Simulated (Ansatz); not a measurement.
# Zn2SiN2: from a guess to a relaxed structure

Where does this trial cell of Zn2SiN2 go when cell and atoms are let free?

Computed with Ansatz 0.2.0 (DFT PBE, scalar-relativistic, plane waves, PAW, unless a step's input says otherwise).

### Step 1. The system as given

The structure is trigonal, space group R-3m (No. 166). The conventional cell has a = 4.979 Å, b = 4.979 Å, c = 10.348 Å, α = 90.00°, β = 90.00°, γ = 120.00°. Zn (site symmetry 3m) is surrounded by 1 N at 2.02 Å and 1 Si at 2.51 Å. Around Si (site symmetry -3m) lie 2 Zn at 2.51 Å. N (site symmetry 3m) has 1 N at 1.28 Å as nearest neighbours.

Coordinates:

```xyz
5
Lattice="2.4893 1.4372 3.4494 -2.4893 1.4372 3.4494 0.0000 -2.8744 3.4494" Properties=species:S:1:pos:R:3 pbc="T T T"
Zn    0.0000    0.0000    2.5136
Zn    0.0000    0.0000    7.8346
Si    0.0000    0.0000    0.0000
N     0.0000    0.0000    5.8166
N     0.0000    0.0000    4.5316
```

A structure generator made this guess: random cell by space group and Wyckoff sites (R-3m, No. 166). The dimensions are guesses.

### Step 2. A first look at the guess

Contents of input.yaml:

```yaml
crystal:
  lattice:
    - [2.48934044, 1.43722137, 3.44939555]
    - [-2.48934044, 1.43722137, 3.44939555]
    - [0.0, -2.87444274, 3.44939555]
  atoms:
    - { symbol: Zn, position: [0.24289875, 0.24289875, 0.24289875] }
    - { symbol: Zn, position: [0.75710125, 0.75710125, 0.75710125] }
    - { symbol: Si, position: [0.0, 0.0, 0.0] }
    - { symbol: "N", position: [0.56208522, 0.56208522, 0.56208522] }
    - { symbol: "N", position: [0.43791478, 0.43791478, 0.43791478] }
basis:
  ecutwfc: 420
kpoints:
  mp_grid: { grid: [6, 6, 6] }
hamiltonian:
  xc: pbe
scf:
  occupations: { method: gaussian, width: 0.1 }
  lower_state_search: "off"
output:
  forces: true
  stress: true
  eigenvalues: true
```

On the command line:

```sh
$ ansatz run input.yaml --threads 1 --pin off --max-ram 2560MiB --backend cpu --events-out ev --progress --plain --runs-dir out
```

Further runs follow: a loose first relaxation; spin check on a coarse mesh; full relaxation.

**Question.** What will these runs give? Wanted: conventional cell; volume; energy over the elements; gap on the mesh.

The runs gave:

| quantity | value |
| --- | --- |
| symmetry at the end (tolerance 0.05 Å) | space group R-3m (No. 166) |
| conventional cell | a = 4.966 Å, b = 4.966 Å, c = 10.356 Å, α = 90.00°, β = 90.00°, γ = 120.00° |
| volume | 14.74 Å³/atom |
| energy over the elements (uncorrected; H, N, O, F and Cl as molecules) | +0.69 eV/atom |
| gap on the mesh | none (metal) |

In words: The space group R-3m (No. 166) is kept, at nearly the size of the first guess. With a positive formation energy it can't be a ground state. No finished test with a distortion of lower symmetry is shown, so the end may be a saddle point. A spin-polarised run here lost its starting moments, which speaks against magnetism, though one start doesn't rule it out. Other magnetic orders were not searched.
